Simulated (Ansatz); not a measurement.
# PBE-QIDH/cc-pVDZ run of Si2NH6F (SMILES F[SiH2]N[SiH3])

What is the vertical singlet–triplet gap of Si2NH6F at PBE-QIDH/cc-pVDZ? 

The calculation is run with Ansatz 0.2.0.

69 further runs of the same task are left out: 69 set aside as unsound or not needed.

## (1) The molecule

Si2NH6F has 10 atoms, charge 0, and is taken as a singlet. SMILES: `F[SiH2]N[SiH3]`. The shape is that of a PBE0-D4/def2-TZVP optimisation. This is one conformer, not always the lowest.

Bond lengths: F1–Si2 1.602 Å, Si2–N3 1.706 Å, N3–Si4 1.733 Å, Si2–H5 1.480 Å, Si2–H6 1.478 Å, N3–H7 1.011 Å, Si4–H8 1.487 Å, Si4–H9 1.487 Å, Si4–H10 1.483 Å. Some angles: F1–Si2–N3 112.6°, Si2–N3–Si4 128.2°, F1–Si2–H5 106.0°, F1–Si2–H6 106.5°, N3–Si2–H5 109.3°, N3–Si2–H6 108.9°, Si2–N3–H7 115.6°, Si4–N3–H7 115.9°, N3–Si4–H8 110.9°, N3–Si4–H9 112.0°.

## (2) The energy at PBE-QIDH/cc-pVDZ

Input file job.yaml:

```yaml
crystal:
  periodic: [false, false, false]
  atoms:
    - {symbol: F, position_ang: [-1.561500, 0.994300, -1.776700]}
    - {symbol: Si, position_ang: [-0.375000, 1.301800, -0.745900]}
    - {symbol: N, position_ang: [0.514800, -0.094800, -0.335900]}
    - {symbol: Si, position_ang: [0.194800, -1.236100, 0.928700]}
    - {symbol: H, position_ang: [0.517200, 2.267200, -1.426700]}
    - {symbol: H, position_ang: [-1.010100, 1.839400, 0.475900]}
    - {symbol: H, position_ang: [1.264300, -0.336200, -0.970000]}
    - {symbol: H, position_ang: [1.391500, -1.422100, 1.791600]}
    - {symbol: H, position_ang: [-0.186300, -2.569800, 0.392000]}
    - {symbol: H, position_ang: [-0.924400, -0.683300, 1.730300]}
basis:
  gaussian:
    orbitals: cc-pVDZ
hamiltonian:
  xc: {name: PBE-QIDH}
correlation:
  frozen_orbitals: {F: 1, H: 0, "N": 1, Si: 5}
accuracy: high
output:
  orbitals: {seedname: orbitals}
```

On the command line:

```
ansatz run job.yaml --threads 1 --pin off --max-ram 3480MiB --events-out events.jsonl --progress --plain --runs-dir runs
```

The program printed:

```text
Warning: RAYON_NUM_THREADS=1 ignored (pool sized by the plan → 1); use --threads N
Functional definition: PBE-QIDH
  name "PBE-QIDH"
  parameter a = 3^(-1/3)
  parameter c = 1/3
  exchange = (1 - a)*pbe_x + a*exact_x
  correlation = (1 - c)*pbe_c + c*(mp2_os + mp2_ss)
2240 factors; integrals over basis functions are off by at most 3.7e-9 eV
mean field evaluation 1: about -20035.8324 eV, gradient 4.0e1 eV
mean field evaluation 2: about -20035.8814 eV, gradient 4.0e1 eV
mean field evaluation 4: about -20038.9679 eV, gradient 2.0e0 eV
mean field evaluation 8: about -20038.9829 eV, gradient 2.0e-1 eV
mean field evaluation 16: about -20038.9830 eV, gradient 8.7e-6 eV
mean field -20038.98299614 eV, -736.4190421977 hartree, gradient 8.3e-8 eV, S^2 0.000000; 0 other end points of the search recorded, 0 dependent functions left out
12 core orbitals not correlated: weight in the atoms' cores, before any rotation towards them, 1.000 or more for the frozen orbitals, at most 0.000 for the correlated occupied ones
reference -20038.98299730 eV, -736.4190422401 hartree; 13, 13 occupied and 69, 69 virtual orbitals, 2240 factors
second order -17.13963179 eV of doubles, -0.00000000 eV of singles
Total energy: -20044.69620789 eV, -736.6289988570 hartree
```

Wall time 10 s (1 thread of Intel Xeon Platinum 8488C (Sapphire Rapids), shared host); peak memory 0.36 GiB.

## (3) The triplet at the same level

Input file in.yaml:

```yaml
crystal:
  periodic: [false, false, false]
  atoms:
    - {symbol: F, position_ang: [-1.561500, 0.994300, -1.776700]}
    - {symbol: Si, position_ang: [-0.375000, 1.301800, -0.745900]}
    - {symbol: N, position_ang: [0.514800, -0.094800, -0.335900]}
    - {symbol: Si, position_ang: [0.194800, -1.236100, 0.928700]}
    - {symbol: H, position_ang: [0.517200, 2.267200, -1.426700]}
    - {symbol: H, position_ang: [-1.010100, 1.839400, 0.475900]}
    - {symbol: H, position_ang: [1.264300, -0.336200, -0.970000]}
    - {symbol: H, position_ang: [1.391500, -1.422100, 1.791600]}
    - {symbol: H, position_ang: [-0.186300, -2.569800, 0.392000]}
    - {symbol: H, position_ang: [-0.924400, -0.683300, 1.730300]}
basis:
  gaussian:
    orbitals: cc-pVDZ
magnetization:
  spin_polarized: true
  initial_magnetization: 2
correlation:
  frozen_orbitals: {F: 1, H: 0, "N": 1, Si: 5}
accuracy: high
output: {orbitals: {seedname: orbitals}}
hamiltonian:
  xc: {name: PBE-QIDH}
```

On the command line:

```
ansatz run in.yaml --threads 1 --pin off --max-ram 3480MiB --events-out events.jsonl --progress --plain --runs-dir runs
```

The program printed (excerpt; [...] marks lines left out):

```text
Warning: RAYON_NUM_THREADS=1 ignored (pool sized by the plan → 1); use --threads N
[... 2 set-up lines as earlier in the session ...]
[...]
2240 factors; integrals over basis functions are off by at most 3.7e-9 eV
[...]
mean field -20032.23265505 eV, -736.1709717381 hartree, gradient 9.2e-8 eV, S^2 2.008366; 4 other end points of the search recorded, 0 dependent functions left out
12 core orbitals not correlated: weight in the atoms' cores, before any rotation towards them, 1.000 or more for the frozen orbitals, at most 0.000 for the correlated occupied ones
reference -20032.23265630 eV, -736.1709717840 hartree; 14, 12 occupied and 68, 70 virtual orbitals, 2240 factors
second order -16.70428138 eV of doubles, -0.00000000 eV of singles
Total energy: -20037.80075009 eV, -736.3755954568 hartree
```

Run time: 20 s. Hardware: 1 thread of Intel Xeon Platinum 8488C (Sapphire Rapids), shared host; peak memory 0.52 GiB.

## (4) Summary of results

Level: PBE-QIDH/cc-pVDZ, 12 core orbitals frozen.

```
                                                         quantity          value
                                            singlet: total energy  -736.62900 Eh
                       singlet: HOMO energy (SCF part's orbitals)      -10.18 eV
                       singlet: LUMO energy (SCF part's orbitals)        2.31 eV
                     singlet: HOMO–LUMO gap (SCF part's orbitals)       12.49 eV
                                            triplet: total energy  -736.37560 Eh
triplet: HOMO energy (SCF part's orbitals) (highest over α and β)       -2.74 eV
                                                    triplet: ⟨S²⟩          2.008
                 vertical energy of the triplet above the singlet       6.895 eV
```

What this shows: At this shape the triplet lies 6.90 eV (665 kJ/mol) above the singlet.
